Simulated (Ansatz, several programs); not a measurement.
Li2BeGeTe4 (stannite), relaxed with PBE in Ansatz (plane waves, PAW): the symmetry is I-42m (No. 121, tetragonal); a = 5.881 Å, c = 13.017 Å in the conventional setting, 28.14 Å³ an atom. Li has 4 Te at 2.72 Å; Be has 4 Te at 2.49 Å; Ge has 4 Te at 2.65 Å; Te has 1 Be at 2.49 Å and 1 Ge at 2.65 Å and 2 Li at 2.72 Å. The cell was then scaled with its shape and fractional coordinates held, which makes it stiffer than a relaxed compression. No spin polarisation. The prototype was imposed, so other structures may be more stable.

```tsv
V (Å³/atom)	E (meV/atom)
26.453	12.91
28.142	0.00
28.986	2.70
29.830	10.30
```

(1) Pass a cubic E = c₀ + c₁u + c₂u² + c₃u³, with u = V − 28.353 Å³, through these points.

(2) Where is the minimum, and what bulk modulus follows?

(3) Predict the energy and the pressure at the withheld volume, 27.297 Å³.

## Answers

(1) c₀ = 0.17, c₁ = +1.626, c₂ = 3.912, c₃ = -0.2491 (meV and Å³).

(2) dE/du = 0 at u = -0.204, so V₀ = 28.15 Å³. B = V₀ d²E/dV² = 28.15 × (2c₂ + 6c₃u) = 28.15 × 8.129 = 229 meV/Å³, and 1 meV/Å³ is 0.16022 GPa: 37 GPa. A third-order Birch-Murnaghan fit to all five points gives 28.15 Å³ and 36 GPa.

(3) With u = -1.056: E ≈ 3.11 meV and P = −dE/dV ≈ +1.20 GPa. The run gives 3.07 meV and, from its stress, +1.19 GPa.
